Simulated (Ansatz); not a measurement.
# KZrCl3: the cost of one run

Program: Ansatz 0.2.0. Level of theory: DFT PBE, scalar-relativistic, plane waves, PAW. These are calculated values, not measurements.

1 further run of the same task is left out (set aside as unsound or not needed).

## Step 1: The starting structure

Symmetry: Pm-3m, No. 221, cubic system. Conventional cell: a = 5.121 Å, b = 5.121 Å, c = 5.121 Å, α = 90.00°, β = 90.00°, γ = 90.00°. K (site symmetry m-3m) has 12 Cl at 3.62 Å as nearest neighbours. Zr (site symmetry m-3m) is surrounded by 6 Cl at 2.56 Å. Cl (site symmetry 4/mmm) is surrounded by 2 Zr at 2.56 Å and 4 K at 3.62 Å.

As a file:

```xyz
5
Lattice="5.1210 0.0000 0.0000 0.0000 5.1210 0.0000 0.0000 0.0000 5.1210" Properties=species:S:1:pos:R:3 pbc="T T T"
K     0.0000    0.0000    0.0000
Zr    2.5605    2.5605    2.5605
Cl    0.0000    2.5605    2.5605
Cl    2.5605    2.5605    0.0000
Cl    2.5605    0.0000    2.5605
```

It is the end of an earlier relaxation with the same method, from a database cell with other species swapped in; it needn't be the stable form of this composition. At a tolerance of 0.05 Å it has space group Pm-3m (No. 221); it has 26.86 Å³/atom, an uncorrected energy of -1.53 eV/atom over the elements.

## Step 2: Static run: bands, density of states and charges

input.yaml reads:

```yaml
crystal:
  lattice:
    - [5.1209908896, 0.0, 0.0]
    - [0.0, 5.1209908896, 0.0]
    - [0.0, 0.0, 5.1209908896]
  atoms:
    - { symbol: K, position: [0.0, 0.0, 0.0] }
    - { symbol: Zr, position: [0.5, 0.5, 0.5] }
    - { symbol: Cl, position: [0.0, 0.5, 0.5] }
    - { symbol: Cl, position: [0.5, 0.5, 0.0] }
    - { symbol: Cl, position: [0.5, 0.0, 0.5] }
basis:
  ecutwfc: 420
kpoints:
  mp_grid: { grid: [8, 8, 8] }
  band_path:
    path:
      - [[0.0, 0.0, 0.0], [0.0, 0.5, 0.0], [0.5, 0.5, 0.0], [0.0, 0.0, 0.0], [0.5, 0.5, 0.5], [0.0, 0.5, 0.0]]
      - [[0.5, 0.5, 0.5], [0.5, 0.5, 0.0]]
    npoints: 14
hamiltonian:
  xc: pbe
scf:
  occupations: { method: gaussian, width: 0.1 }
  n_extra_bands: 12
output:
  forces: true
  stress: true
  eigenvalues: true
  populations: true
  dos: { projected: true, de: 0.02, nscf_kmesh: { grid: [10, 10, 10] } }
  bader: true
```

Command:

```sh
> ansatz run input.yaml --threads 1 --pin off --max-ram 2048MiB --backend cpu --events-out ev --progress --plain --runs-dir out
```

What time and memory should one allow on 1 thread of Arm Neoverse V2, shared host?

About 48 s, with a peak of 0.49 GiB.
